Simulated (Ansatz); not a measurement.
# CH11BOSi3: the cost of one run

Method: RKS r2SCAN-D4/6-31G*, in Ansatz 0.2.0.

## 1. Starting point

Bond lengths (14 of 16 bonds, heavy atoms first): B1–O2 1.439 Å, O2–Si3 1.725 Å, Si3–Si4 2.277 Å, Si3–C5 1.884 Å, C5–Si6 1.890 Å, B1–H7 1.225 Å, B1–H8 1.118 Å, Si3–H9 1.411 Å, Si4–H10 1.530 Å, Si4–H11 1.423 Å, Si4–H12 1.434 Å, C5–H13 1.071 Å, C5–H14 1.065 Å, Si6–H15 1.467 Å. Angles (14 of 28 angles, heavy atoms first): B1–O2–Si3 105.1°, O2–Si3–Si4 109.4°, O2–Si3–C5 108.9°, Si4–Si3–C5 105.3°, Si3–C5–Si6 108.9°, O2–B1–H7 116.1°, O2–B1–H8 123.2°, O2–Si3–H9 111.7°, Si4–Si3–H9 112.5°, C5–Si3–H9 108.7°, Si3–Si4–H10 105.1°, Si3–Si4–H11 110.4°, Si3–Si4–H12 109.0°, Si3–C5–H13 110.2°.

Its coordinates follow in the input file.

## 2. End point A

Contents of input.yaml:

```yaml
crystal:
  periodic: [false, false, false]
  atoms:
    - { symbol: B, position_ang: [-1.917, -0.9655, 1.5645] }
    - { symbol: O, position_ang: [-0.6932, -0.2127, 1.4816] }
    - { symbol: Si, position_ang: [-0.1782, -0.3696, -0.1576] }
    - { symbol: Si, position_ang: [0.9566, -2.3277, -0.4118] }
    - { symbol: C, position_ang: [1.076, 0.9847, -0.5368] }
    - { symbol: Si, position_ang: [0.2275, 2.6658, -0.3766] }
    - { symbol: H, position_ang: [-2.9503, -0.3397, 1.3608] }
    - { symbol: H, position_ang: [-1.9524, -2.0461, 1.8472] }
    - { symbol: H, position_ang: [-1.2587, -0.2518, -1.0576] }
    - { symbol: H, position_ang: [-0.0637, -3.4236, -0.0987] }
    - { symbol: H, position_ang: [2.0101, -2.4191, 0.5407] }
    - { symbol: H, position_ang: [1.3847, -2.445, -1.7752] }
    - { symbol: H, position_ang: [1.8676, 0.9692, 0.1849] }
    - { symbol: H, position_ang: [1.4357, 0.8772, -1.5334] }
    - { symbol: H, position_ang: [-0.8908, 2.6998, -1.3253] }
    - { symbol: H, position_ang: [1.1994, 3.7515, -0.6583] }
    - { symbol: H, position_ang: [-0.2722, 2.8522, 0.9918] }
basis:
  gaussian: { orbitals: "6-31G*" }
hamiltonian:
  xc: r2scan
  dispersion: d4
relax:
  f_tol: 0.015
  max_steps: 40
output:
  orbitals: {}
```

Run with:

```
$ ansatz run input.yaml --threads 2 --pin off --max-ram 3072MiB --backend cpu --events-out ev --progress --plain --runs-dir out
```

What time and memory should one allow on 2 threads of Arm Neoverse V1, shared host?

About 2.2 min, with a peak of 0.22 GiB.
